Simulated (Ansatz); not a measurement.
# CH4Cu2: the cost of one run

Computed with Ansatz 0.2.0 (the levels named in each step, unless a step's input says otherwise).

## 1. The structure to begin with

Bond lengths: C1–Cu3 2.293 Å, Cu2–Cu3 2.496 Å, C1–H4 1.095 Å, C1–H5 1.102 Å, C1–H6 1.102 Å, C1–H7 1.102 Å. Angles: C1–Cu3–Cu2 179.9°, Cu3–C1–H4 179.7°, Cu3–C1–H5 77.9°, Cu3–C1–H6 77.7°, Cu3–C1–H7 77.6°, H4–C1–H5 102.3°, H4–C1–H6 102.2°, H4–C1–H7 102.2°, H5–C1–H6 115.6°, H5–C1–H7 115.6°, H6–C1–H7 115.7°.

Structure file:

```xyz
7

C     2.6415    1.0076    1.3704
Cu   -1.3848   -0.5295   -0.7192
Cu    0.7127    0.2731    0.3705
H     3.5603    1.3620    1.8501
H     3.0264    0.5068    0.4674
H     2.2178    0.3417    2.1400
H     2.0916    1.9471    1.1963
```

## 2. A rough first relaxation, PBE-D4/def2-SVP

File input.yaml:

```yaml
crystal:
  periodic: [false, false, false]
  atoms:
    - { symbol: C, position_ang: [2.64146, 1.00758, 1.3704] }
    - { symbol: Cu, position_ang: [-1.38476, -0.52952, -0.7192] }
    - { symbol: Cu, position_ang: [0.71267, 0.27313, 0.3705] }
    - { symbol: H, position_ang: [3.5603, 1.362, 1.85009] }
    - { symbol: H, position_ang: [3.0264, 0.50682, 0.4674] }
    - { symbol: H, position_ang: [2.21781, 0.34171, 2.13998] }
    - { symbol: H, position_ang: [2.09156, 1.94713, 1.1963] }
magnetization:
  spin_polarized: true
  initial_magnetization: 1
total_charge: 1
basis:
  gaussian: { orbitals: def2-SVP }
hamiltonian:
  xc: pbe
  dispersion: d4
relax:
  f_tol: 0.03
  max_steps: 200
```

Run with:

```bash
ansatz run input.yaml --threads 4 --pin off --max-ram 10240MiB --backend cpu --events-out ev --progress --plain --runs-dir out
```

What time and memory should one allow on 4 threads of Intel Xeon Platinum 8488C (Sapphire Rapids), shared host?

About 28 s, with a peak of 0.22 GiB.
